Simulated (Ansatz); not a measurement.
Write a Python script for Ansatz's Python interface that makes a single point in a Gaussian basis of C₃H₇FSi, SMILES C=C[SiH](C)F. Level of theory: r2SCAN, def2-SVPD basis, multiplicity 1, D3BJ dispersion.

Contents of `c3h7fsi.xyz`:
```text
12

C    -2.00350   -0.52640   -0.13380
C    -1.16110    0.48070   -0.39720
Si    0.43730    0.72020    0.40910
C     1.76920   -0.56780   -0.05830
F     1.03610    2.13610   -0.07090
H    -1.89080   -1.23630    0.60210
H    -2.96270   -0.51600   -0.69060
H    -1.33040    1.25120   -1.15740
H     0.29560    0.76050    1.93830
H     2.66650   -0.39580    0.44350
H     1.34790   -1.57410    0.26990
H     1.87300   -0.58750   -1.12060
```

Script `energy_c3h7fsi.py`:
```python
"""Electronic structure of the C3H7FSi molecule."""

from pathlib import Path
import warnings

import ansatz as az


def main() -> None:
    warnings.simplefilter("ignore", az.DeckWarning)

    mol = az.Crystal.molecule_from_extxyz("c3h7fsi.xyz")

    calc = mol.calculation()
    calc = calc.basis(gaussian="def2-SVPD").functional("r2scan", dispersion="d3bj")
    calc = calc.orbitals()
    done = calc.run(threads=1, backend="cpu", runs_dir="out")
    rep = done.report

    print(f"E = {rep['free_energy_ev']:.6f} eV = {rep['free_energy_ev'] / 27.211386246:.7f} Ha")
    print("converged:", rep["converged"], " doubts:", rep["published_state_doubts"] or "none")

    state = rep["mean_field"]["state"]
    print(f"mean field: {state['energy']['hartree']:.7f} Ha, <S^2> = {abs(state['spin_squared']):.4f}, stability: {state.get('stability', {}).get('kind')}")

    lines = Path(rep["orbitals_path"]).read_text().splitlines()
    field_of = lambda key: [line.split("=")[1].strip() for line in lines if line.startswith(key)]
    orbitals = [(27.211386 * float(e), s, float(n)) for e, s, n in zip(field_of("Ene="), field_of("Spin="), field_of("Occup="))]
    homo = max(e for e, _, n in orbitals if n > 0.5)
    lumo = min(e for e, _, n in orbitals if n < 0.5)
    print(f"HOMO {homo:.3f} eV, LUMO {lumo:.3f} eV, gap {lumo - homo:.3f} eV")


if __name__ == "__main__":
    main()
```

Running `python energy_c3h7fsi.py` prints:
```text
E = -13810.174230 eV = -507.5145421 Ha
converged: True  doubts: none
mean field: -507.5119692 Ha, <S^2> = 0.0000, stability: minimum
HOMO -7.101 eV, LUMO -1.769 eV, gap 5.332 eV
```

The settings weren't tested for convergence. The geometry is a force-field or estimated start, not a minimum of this method, and the basis set is short of its limit. Levels such as HOMO and LUMO are orbital energies: with these approximate functionals they aren't the ionisation energy and electron affinity, and their gap isn't the fundamental gap. A dispersion term here runs with damping parameters fitted for another variant or functional. The script silences the warnings on its input, which a real study should read. Hardware and time: 11 s on 1 thread of Arm Neoverse V2, with other jobs on the host, peak memory 0.27 GiB.

(Lines on the test bed's own set-up are left out of the output.)
